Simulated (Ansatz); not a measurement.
## Fe3SnSb under changes of volume

One of the cells (16.579 Å³/atom); the others are scaled copies at fixed shape and fractional positions:

```
Sb Sn Fe
1.0
     4.21031    0.00000    0.00000
    -2.10515    3.64623    0.00000
     0.00000    0.00000    5.39965
Sb Sn Fe
1 1 3
Cartesian
  0.0000 2.4308 4.4303
  0.0000 0.0000 0.9648
  2.1052 1.2154 2.6866
  0.0000 2.4308 1.8460
  0.0000 0.0000 3.5714
```

The cell comes from a database or a generator and needn't be the stable form of this composition.

```yaml
Program: Ansatz 0.2.0
Functional: PBE
Potentials_or_basis: Ansatz PAW
Cutoff: "420 eV (not typed: the program's choice for these potentials)"
k_mesh: 7 × 7 × 5
Occupations: fermi-dirac, width 0.05 eV
Spin: collinear spin, ferromagnetic start
Starting_moments: "[0.0, 0.0, 3.0, 3.0, 3.0] μB"
```

```tsv
volume (Å³/atom)	energy over the lowest point (meV/atom)	pressure (GPa)	moment (μB per cell)	largest force (eV/Å)
15.584	?	?	?	?
15.916	11.44	5.0	5.33	0.245
16.247	3.51	2.7	5.61	0.132
16.579	0.00	0.6	5.83	0.035
16.910	0.66	-1.4	5.97	0.058
17.242	5.54	-3.3	6.06	0.146
17.574	14.43	-5.1	6.14	0.225
```

Q: What does the run at 15.584 Å³/atom give?

A: Energy over the lowest point 24.26 meV/atom; pressure 7.7 GPa; moment 5.05 μB per cell; largest force 0.378 eV/Å.

Worked out: A Birch-Murnaghan fit of order 3 (a polynomial in V^(-2/3)) to the other rows has its minimum at 16.69 Å³/atom with B0 = V·E''(V) = 103 GPa (rough, since the energies scatter) at fixed shape and positions, which overstates the stiffness. It gives 23.80 meV/atom at 15.584 Å³/atom, against the run's 24.26, and -dE/dV = 7.0 GPa, against 7.7. A parabola through the other rows of the moment, of slope 1.05 μB per Å³/atom there, extrapolates to 5.02 μB, against the run's 5.05.

Energies are extrapolated to zero smearing.

Caveats: only a ferromagnetic start was run, and an antiferromagnetic order may lie lower in energy.
